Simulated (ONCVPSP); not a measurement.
# An ONCV potential for Lu, from input to tests

Aim: build the potential from the settings below, then test how well it stands in for the atom: other configurations, scattering, ghost states and the plane-wave cutoff that it needs.

The numbers are computed with ONCVPSP 4.0.1 (LDA (Perdew-Wang 92), scalar-relativistic, spin-unpolarised reference atom).

## Step 1: Starting point

The settings as typed:

```json
{"element": "lutetium (Lu, Z = 71)", "type": "optimised norm-conserving Vanderbilt (ONCV)", "frozen core": "[Kr] 4d10", "valence charge": "25", "reference configuration": "4f14 5s2 5p6 5d1 6s2", "partial waves": "5s+6s: rc 2.15 bohr, ncon 5, nbas 9, qcut 5.6 1/bohr, 2 projectors; 5p: rc 1.65 bohr, ncon 4, nbas 6, qcut 6.7 1/bohr, 3 projectors, debl 0.8 Ha; 5d: rc 3.05 bohr, ncon 4, nbas 8, qcut 5.6 1/bohr, 1 projector; 4f: rc 1.05 bohr, ncon 4, nbas 9, qcut 16.8 1/bohr, 3 projectors, debl 1.8 Ha", "local potential": "polynomial inside 0.70 bohr (lpopt 5, dvloc0 4 Ha)", "core correction": "Teter function, fcfact 4.25, rcfact 1.55"}
```

The nodes and maxima of the atom's own shells, from an earlier all-electron run, set the scale for the radii.

All-electron outer shells of the reference configuration (LDA (PZ), scalar-relativistic, ld1.x):

| shell | level (eV) | outermost node (bohr) | outermost maximum (bohr) |
| --- | --- | --- | --- |
| 4d | -191.71 | 0.23 | 0.48 |
| 5s | -61.19 | 0.57 | 1.04 |
| 5p | -31.78 | 0.61 | 1.19 |
| 4f | -9.81 | – | 0.47 |
| 6s | -4.81 | 1.41 | 3.00 |
| 5d | -1.92 | 0.68 | 1.84 |
| 6p | -1.40 | 1.73 | 4.32 |

## Step 2: The generation run

Lu.dat

```
# ATOM AND REFERENCE CONFIGURATION
# atsym  z   nc   nv     iexc    psfile
  Lu 71.00    9    5  -001012      upf
#
#   n    l    f
    1    0    2.00
    2    0    2.00
    2    1    6.00
    3    0    2.00
    3    1    6.00
    3    2   10.00
    4    0    2.00
    4    1    6.00
    4    2   10.00
    4    3   14.00
    5    0    2.00
    5    1    6.00
    5    2    1.00
    6    0    2.00
#
# PSEUDOPOTENTIAL AND OPTIMIZATION
# lmax
    3
#
#   l,   rc,      ep,       ncon, nbas, qcut
    0    2.15    0.00    5    9    5.60
    1    1.65    0.00    4    6    6.70
    2    3.05    0.00    4    8    5.60
    3    1.05    0.00    4    9   16.80
#
# LOCAL POTENTIAL
# lloc, lpopt,  rc(5),   dvloc0
    4    5    0.70    4.00
#
# VANDERBILT-KLEINMAN-BYLANDER PROJECTORs
# l, nproj, debl
    0    2    3.30
    1    3    0.80
    2    1    0.60
    3    3    1.80
#
# MODEL CORE CHARGE
# icmod, fcfact, rcfact
    3    4.25    1.55
#
# LOG DERIVATIVE ANALYSIS
# epsh1, epsh2, depsh
   -4.00    5.00    0.02
#
# OUTPUT GRID
# rlmax, drl
    6.00    0.01
#
# TEST CONFIGURATIONS
# ncnf
    4
# nvcnf
#   n    l    f
    5
    4    3   14.00
    5    0    2.00
    5    1    6.00
    5    2    1.00
    6    0    1.00
#
    5
    4    3   14.00
    5    0    2.00
    5    1    6.00
    5    2    1.00
    6    0    0.00
#
    5
    4    3   14.00
    5    0    2.00
    5    1    6.00
    5    2    0.00
    6    0    0.00
#
    5
    4    3   13.00
    5    0    2.00
    5    1    6.00
    5    2    2.00
    6    0    2.00
#
```

Started as:

```bash
oncvpsp.x < Lu.dat > Lu.out
```

Q: Predict the outcome of this session. Wanted: cutoffs for 1 and 0.1 mHa per electron, occupied waves; bound ghosts; GHOST(+) flags; largest test error; largest phase difference near zero energy, channels read; rms error of d²Exc/dn², without and with the model core; projector energies reset by the program.

As calculated:

```
                                                quantity                                                value
  cutoffs for 1 and 0.1 mHa per electron, occupied waves                                    121 Ha and 130 Ha
                                            bound ghosts                                      s at -391.16 eV
                                          GHOST(+) flags                              p at 118 eV, d at 68 eV
                            largest test error (AE − PS)  -22 meV, for 4f13 5s2 5p6 5d2 6s2 (1 test unsolved)
largest phase difference near zero energy, channels read                                            0.002 rad
 rms error of d²Exc/dn², without and with the model core                                    4.57 and 1.72 mHa
                 projector energies reset by the program                           p: -1.168, 0.250, 1.050 Ha
```

A bound ghost (s) makes it unfit for use: electrons can fall into a state that the atom doesn't have. The worst unpolarised test, 4f13 5s2 5p6 5d2 6s2, is off by 22 meV on 10.9 eV; by total energies transferability rates as good where solved. Atomic tests can pass in spite of a ghost, since they solve only for the levels asked. Of the tests 1 gave no usable energy difference, which is a warning in itself. It counts as very hard, with 121 Ha needed at the looser tolerance. At the looser tolerance the 4f wave is the slowest; 5p needs 19 Ha. Near zero energy the phases of the channels with partial waves agree within 0.002 rad. The program also flags highly localised states, GHOST(+) (p, d).
